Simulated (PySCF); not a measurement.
# One shape, several levels: CH7NOSi (SMILES C[SiH](N)O)

We compute a comparison of 5 runs (HF/3-21G, PBE/6-31G*, B3LYP/6-31+G*, B3LYP/pcseg-1, SVWN5/6-311G**) of CH7NOSi. 

Program for the calculation: PySCF 2.14.0.

**1. The system as given**

CH7NOSi has 11 atoms, charge 0, and is taken as a singlet. SMILES: `C[SiH](N)O`. The coordinates come from a PBE0-D4/def2-TZVP relaxation. This is one conformer, not always the lowest.

Bond lengths: C1–Si2 1.862 Å, Si2–N3 1.716 Å, Si2–O4 1.649 Å, C1–H5 1.092 Å, C1–H6 1.094 Å, C1–H7 1.093 Å, Si2–H8 1.487 Å, N3–H9 1.007 Å, N3–H10 1.006 Å, O4–H11 0.959 Å. Some angles: C1–Si2–N3 106.8°, C1–Si2–O4 113.3°, N3–Si2–O4 109.8°, C1–Si2–H8 110.5°, N3–Si2–H8 114.3°, O4–Si2–H8 102.2°, Si2–C1–H5 110.2°, Si2–C1–H6 111.2°, Si2–C1–H7 111.4°, Si2–N3–H9 121.6°.

**2. Energy and gradient at HF/3-21G (run 1)**

File input.py:

```python
from pyscf import gto, scf

mol = gto.M(
    atom=[
    ('C', (-1.129400, 0.882100, 0.235100)),
    ('Si', (-0.008300, -0.600100, 0.125300)),
    ('N', (1.601700, -0.007400, 0.165700)),
    ('O', (-0.240500, -1.494600, -1.240800)),
    ('H', (-2.172900, 0.574600, 0.135600)),
    ('H', (-1.021900, 1.389000, 1.198200)),
    ('H', (-0.913700, 1.605500, -0.555900)),
    ('H', (-0.328800, -1.576900, 1.199000)),
    ('H', (2.389800, -0.626400, 0.263000)),
    ('H', (1.800800, 0.901800, 0.548300)),
    ('H', (0.088400, -1.104500, -2.052800)),
],
    verbose=4,
    charge=0,
    max_memory=1860,
    basis='3-21g',
)

mf = scf.RHF(mol)
mf.conv_tol = 1e-10
mf.kernel()
if not mf.converged:
    mf = mf.newton().run(mf.mo_coeff, mf.mo_occ)

e_final = mf.e_tot
print('E(%s) = %.9f' % ('HF', e_final))
grad = mf.nuc_grad_method().kernel()
mf.analyze()
```

Run with:

```
$ OMP_NUM_THREADS=1 python input.py
```

Log:

```text
PySCF version 2.14.0

[... 83 lines left out ...]
Two-electron Coulomb Energy =          397.615643374831279
[... 12 lines left out ...]
MO #10  energy= -1.12745761666708  occ= 2
[... 10 lines left out ...]
MO #21  energy= -0.393349389173975 occ= 2
[... 10 lines left out ...]
MO #32  energy= 0.507858166425632  occ= 0
[... 10 lines left out ...]
MO #43  energy= 1.3480418474881    occ= 0
[... 10 lines left out ...]
MO #54  energy= 3.23462926515589   occ= 0
[... 68 lines left out ...]
Dipole moment(X, Y, Z, Debye):  1.54452,  2.19359,  0.25730
```

It took 5.5 s on 1 thread of Intel Xeon at 2.50GHz (Skylake/Cascade Lake), shared host; peak memory 0.13 GiB.

**3. Energy and forces at PBE/6-31G(d) (spherical functions) (run 2)**

File input.py:

```python
import pyscf.grad
from pyscf import gto, dft

system = gto.M(
    atom='''
C     -2.134257     1.666927     0.444275
Si    -0.015685    -1.134025     0.236783
N      3.026774    -0.013984     0.313128
O     -0.454479    -2.824385    -2.344772
H     -4.106186     1.085837     0.256247
H     -1.931111     2.624830     2.264270
H     -1.726643     3.033955    -1.050499
H     -0.621342    -2.979909     2.265782
H      4.516067    -1.183724     0.496998
H      3.403019     1.704155     1.036137
H      0.167052    -2.087203    -3.879230
''',
    charge=0,
    unit='bohr',
    basis='6-31g*',
    verbose=4,
    max_memory=1860,
    spin=0,
)

calc0 = dft.RKS(system, xc='pbe')
calc0.conv_tol = 1e-10
calc0.grids.level = 5
calc0.kernel()
if not calc0.converged:
    calc0 = calc0.newton().run(calc0.mo_coeff, calc0.mo_occ)

energy = calc0.e_tot
print('E(%s) = %.9f' % ('PBE', energy))
grad = calc0.Gradients().kernel()
calc0.analyze()
```

Run with:

```
$ OMP_NUM_THREADS=1 python input.py
```

Log:

```text
PySCF version 2.14.0

[... 110 lines left out ...]
MO #4   energy= -9.86112273320457  occ= 2
[... 13 lines left out ...]
MO #18  energy= -0.301608371168341 occ= 2
[... 13 lines left out ...]
MO #32  energy= 0.242103319583421  occ= 0
[... 13 lines left out ...]
MO #46  energy= 0.838997932799594  occ= 0
[... 13 lines left out ...]
MO #60  energy= 1.60400477402132   occ= 0
[... 13 lines left out ...]
MO #74  energy= 2.56577475652738   occ= 0
[... 88 lines left out ...]
Dipole moment(X, Y, Z, Debye):  1.41357,  1.85303, -0.09726
```

Run time: 71 s. Hardware: 1 thread of Intel Xeon at 2.50GHz (Skylake/Cascade Lake), shared host; peak memory 0.73 GiB.

**4. Energy and forces at B3LYP/6-31+G(d) (spherical functions) (run 3)**

File calc.py:

```python
# C[SiH](N)O
import pyscf.grad
from pyscf import gto, dft

mol = gto.M(
    atom='''
C       -1.129400       0.882100       0.235100
Si      -0.008300      -0.600100       0.125300
N        1.601700      -0.007400       0.165700
O       -0.240500      -1.494600      -1.240800
H       -2.172900       0.574600       0.135600
H       -1.021900       1.389000       1.198200
H       -0.913700       1.605500      -0.555900
H       -0.328800      -1.576900       1.199000
H        2.389800      -0.626400       0.263000
H        1.800800       0.901800       0.548300
H        0.088400      -1.104500      -2.052800
''',
    verbose=3,
    charge=0,
    max_memory=1860,
    basis='6-31+g*',
)

mf = dft.RKS(mol)
mf.xc = 'b3lyp'
mf.grids.level = 5
mf.conv_tol = 1e-10
mf.kernel()
if not mf.converged:
    mf = mf.newton().run(mf.mo_coeff, mf.mo_occ)

etot = mf.e_tot
print('E = %.10f Eh' % etot)
grad = mf.Gradients().kernel()
dip = mf.dip_moment()
pop, q = mf.mulliken_pop()
```

Run with:

```
$ OMP_NUM_THREADS=1 python calc.py
```

Log:

```text
converged SCF energy = -461.87254179135
[... 9 lines left out ...]
Dipole moment(X, Y, Z, Debye):  1.28887,  1.91674,  0.15473
[... 102 lines left out ...]
charge of   10H =      0.46873
```

Run time: 85 s. Hardware: 1 thread of Intel Xeon at 2.50GHz (Skylake/Cascade Lake), shared host; peak memory 0.89 GiB.

Run 4 isn't shown in full; the table further down has it.

**5. Energy and gradient at SVWN5/6-311G(d,p) (run 5)**

File run.py:

```python
from pyscf import gto, dft

molecule = gto.M(
    atom='''
C     -2.134257     1.666927     0.444275
Si    -0.015685    -1.134025     0.236783
N      3.026774    -0.013984     0.313128
O     -0.454479    -2.824385    -2.344772
H     -4.106186     1.085837     0.256247
H     -1.931111     2.624830     2.264270
H     -1.726643     3.033955    -1.050499
H     -0.621342    -2.979909     2.265782
H      4.516067    -1.183724     0.496998
H      3.403019     1.704155     1.036137
H      0.167052    -2.087203    -3.879230
''',
    unit='bohr',
    spin=0,
    basis='6-311g**',
    verbose=3,
    max_memory=1860,
    charge=0,
)

mf = dft.RKS(molecule)
mf.xc = 'svwn'
mf.conv_tol = 1e-10
mf.grids.level = 5
mf.kernel()
if not mf.converged:
    mf = mf.newton().run(mf.mo_coeff, mf.mo_occ)

energy = mf.e_tot
print('E(%s) = %.9f' % ('SVWN5', energy))
grad = mf.nuc_grad_method().kernel()
mf.analyze()
```

Run with:

```
$ OMP_NUM_THREADS=1 python run.py
```

Log:

```text
converged SCF energy = -459.387760819629
[... 26 lines left out ...]
MO #17  energy= -0.326517074173477 occ= 2
[... 20 lines left out ...]
MO #38  energy= 0.335144926753652  occ= 0
[... 20 lines left out ...]
MO #59  energy= 1.0420717350002    occ= 0
[... 20 lines left out ...]
MO #80  energy= 1.88910650407484   occ= 0
[... 20 lines left out ...]
MO #101 energy= 2.9325516769717    occ= 0
[... 20 lines left out ...]
MO #122 energy= 140.814443951663   occ= 0
[... 12 lines left out ...]
Dipole moment(X, Y, Z, Debye):  1.43350,  1.87858, -0.02531
```

Run time: 76 s. Hardware: 1 thread of Intel Xeon at 2.50GHz (Skylake/Cascade Lake), shared host; peak memory 0.73 GiB.

**6. Overview of the runs**

| run | level | integration grid | energy (Eh) | dipole moment (D) | HOMO energy (eV) | LUMO energy (eV) | wall time |
| --- | --- | --- | --- | --- | --- | --- | --- |
| 1 | HF/3-21G | – | -457.800916 | 2.70 | -10.70 | 6.33 | 5.5 s |
| 2 | PBE/6-31G* (spherical functions) | 5 | -461.467038 | 2.33 | -5.58 | 1.02 | 71 s |
| 3 | B3LYP/6-31+G* (spherical functions) | 5 | -461.872542 | 2.31 | -7.21 | -0.31 | 85 s |
| 4 | B3LYP/pcseg-1 | 5 | -461.851706 | 2.31 | -7.15 | 0.80 | 93 s |
| 5 | SVWN5/6-311G** | 5 | -459.387761 | 2.36 | -6.01 | 0.12 | 76 s |

**7. Outcome**

| quantity | value |
| --- | --- |
| run 5: total energy | -459.38776 Eh |
| run 5: dipole moment | 2.36 D |
| run 5: HOMO energy | -6.01 eV |
| run 5: LUMO energy | 0.12 eV |
| run 5: HOMO–LUMO gap | 6.14 eV |
| run 5: largest force on an atom | 0.602 eV/Å |

**Reading.** The dipole moment (its size) runs from 2.31 D (B3LYP/pcseg-1) to 2.70 D (HF/3-21G). The two ends differ in method and basis. The HOMO–LUMO gap runs from 6.14 eV (SVWN5/6-311G**) to 17.04 eV (HF/3-21G). Totals of different functionals can't be ranked against each other. All runs together took 5.5 min, the longest 93 s.
